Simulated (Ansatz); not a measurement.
# GaAs: a single-point run

The task is a single-point run on GaAs. The structure is shown as the input types it.

Method: density functional or hybrid calculation with the settings of its input, plane waves (as first typed), in Ansatz 0.2.0.

3 further runs of the same task are left out: 3 that didn't finish.

### Step 1. The system as given

It takes space group F-43m (No. 216, cubic). Conventional cell: a = 5.666 Å, b = 5.666 Å, c = 5.666 Å, α = 90.00°, β = 90.00°, γ = 90.00°. Ga (site symmetry -43m) is surrounded by 4 As at 2.45 Å. As (site symmetry -43m) has 4 Ga at 2.45 Å as nearest neighbours.

Coordinates:

```cif
data_structure
_symmetry_space_group_name_H-M 'F-43m'
_symmetry_Int_Tables_number 216
_cell_length_a 5.6662
_cell_length_b 5.6662
_cell_length_c 5.6662
_cell_angle_alpha 90.000
_cell_angle_beta 90.000
_cell_angle_gamma 90.000
_cell_volume 181.92
loop_
_atom_site_label
_atom_site_type_symbol
_atom_site_symmetry_multiplicity
_atom_site_Wyckoff_symbol
_atom_site_fract_x
_atom_site_fract_y
_atom_site_fract_z
_atom_site_occupancy
Ga1 Ga 4 a 0.00000 0.00000 0.00000 1
As1 As 4 d 0.25000 0.25000 0.75000 1
```

### Step 2. The calculation

Contents of input.yaml:

```yaml
crystal:
  lattice:
    - [0.0, 2.8330850957, 2.8330850957]
    - [2.8330850957, 0.0, 2.8330850957]
    - [2.8330850957, 2.8330850957, 0.0]
  atoms:
    - { symbol: Ga, position: [0.0, 0.0, 0.0] }
    - { symbol: As, position: [0.25, 0.25, 0.25] }
kpoints:
  mp_grid: { grid: [6, 6, 6] }
hamiltonian:
  xc: pbe
scf:
  occupations: { method: fixed }
  n_extra_bands: 4
  max_iter: 70
output:
  forces: true
  stress: true
  eigenvalues: true
basis:
  ecutrho_ratio: 1
```

On the command line:

```
ansatz run input.yaml --threads 4 --pin off --max-ram 3686MiB --backend cpu --events-out ev --progress --plain --runs-dir out
```

Q: Will this input give a usable result? If not, why, and what should change?

The program finished normally, with warnings (cutoff below recommended). It gives a pressure of 28 GPa, which is large; a structure far from rest gives such values too, whatever the setting.

The suspect setting: basis.ecutrho_ratio is 1. The grid or cutoff for the density and potential is too coarse for the wavefunction basis: a density holds Fourier components up to twice the waves' wavevector.

The test: delete basis.ecutrho_ratio (the default then holds).
